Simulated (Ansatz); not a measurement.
# Mo3W2: the cost of one run

Computed with Ansatz 0.2.0 (DFT PBE, scalar-relativistic, plane waves, PAW, unless a step's input says otherwise).

1 further run of the same task is left out (set aside as unsound or not needed).

### Step 1. The starting structure

Symmetry: Fmmm, No. 69, orthorhombic system. The conventional cell has a = 3.170 Å, b = 4.487 Å, c = 22.411 Å, α = 90.00°, β = 90.00°, γ = 90.00°. Mo (site symmetry mm2) is surrounded by 6 Mo at 2.74 to 2.75 Å and 2 W at 2.75 Å. Around Mo (site symmetry mmm) lie 8 Mo at 2.74 to 2.75 Å. W (site symmetry mm2) has 6 W at 2.75 to 2.76 Å and 2 Mo at 2.75 Å as nearest neighbours.

Coordinates:

```
Mo W
1.0
     0.00000    2.24330   11.20563
     1.58511    0.00000   11.20563
     1.58511    2.24330    0.00000
Mo W
3 2
Cartesian
  1.5851 2.2433 20.1812
  1.5851 2.2433 11.2056
  1.5851 2.2433 2.2301
  1.5851 2.2433 15.6803
  1.5851 2.2433 6.7310
```

The cell was relaxed beforehand at this level, from a generated guess; it is a trial structure. At a tolerance of 0.05 Å it has space group Fmmm (No. 69); it has 15.94 Å³/atom, an uncorrected energy of +0.01 eV/atom over the elements.

### Step 2. Static run: bands, density of states and charges

input.yaml reads:

```yaml
crystal:
  lattice:
    - [0.0, 2.2432968989, 11.2056348339]
    - [1.5851125721, 0.0, 11.2056348339]
    - [1.5851125721, 2.2432968989, 0.0]
  atoms:
    - { symbol: Mo, position: [0.9004915664, 0.9004915664, 0.0995084336] }
    - { symbol: Mo, position: [0.5, 0.5, 0.5] }
    - { symbol: Mo, position: [0.0995084336, 0.0995084336, 0.9004915664] }
    - { symbol: W, position: [0.6996602127, 0.6996602127, 0.3003397873] }
    - { symbol: W, position: [0.3003397873, 0.3003397873, 0.6996602127] }
basis:
  ecutwfc: 420
kpoints:
  mp_grid: { grid: [14, 14, 14] }
  band_path:
    path:
      - [[0.0, 0.0, 0.0], [0.5, 0.0, 0.5], [1.0, 0.5, 0.5], [0.5, 0.5, 0.0], [0.0, 0.0, 0.0], [0.0, 0.37982323, 0.37982323]]
      - [[1.0, 0.62017677, 0.62017677], [1.0, 0.5, 0.5]]
      - [[0.5, 0.0, 0.5], [0.5, 0.13018177, 0.63018177]]
      - [[0.5, 0.86981823, 0.36981823], [0.5, 0.5, 0.0]]
    npoints: 14
hamiltonian:
  xc: pbe
scf:
  occupations: { method: gaussian, width: 0.1 }
  n_extra_bands: 12
output:
  forces: true
  stress: true
  eigenvalues: true
  populations: true
  dos: { projected: true, de: 0.02, nscf_kmesh: { grid: [17, 17, 17] } }
  bader: true
  write_density: true
  write_potential: true
  elf: true
  volumetric_format: npy
```

The run is started by

```sh
$ ansatz run input.yaml --threads 4 --pin off --max-ram 8192MiB --backend cpu --events-out ev --progress --plain --runs-dir out
```

**Question.** How long does this run take on 4 threads of Intel Xeon at 2.50GHz (Skylake/Cascade Lake), shared host, and how much memory does it need?

About 1.9 min, with a peak of 1.9 GiB.
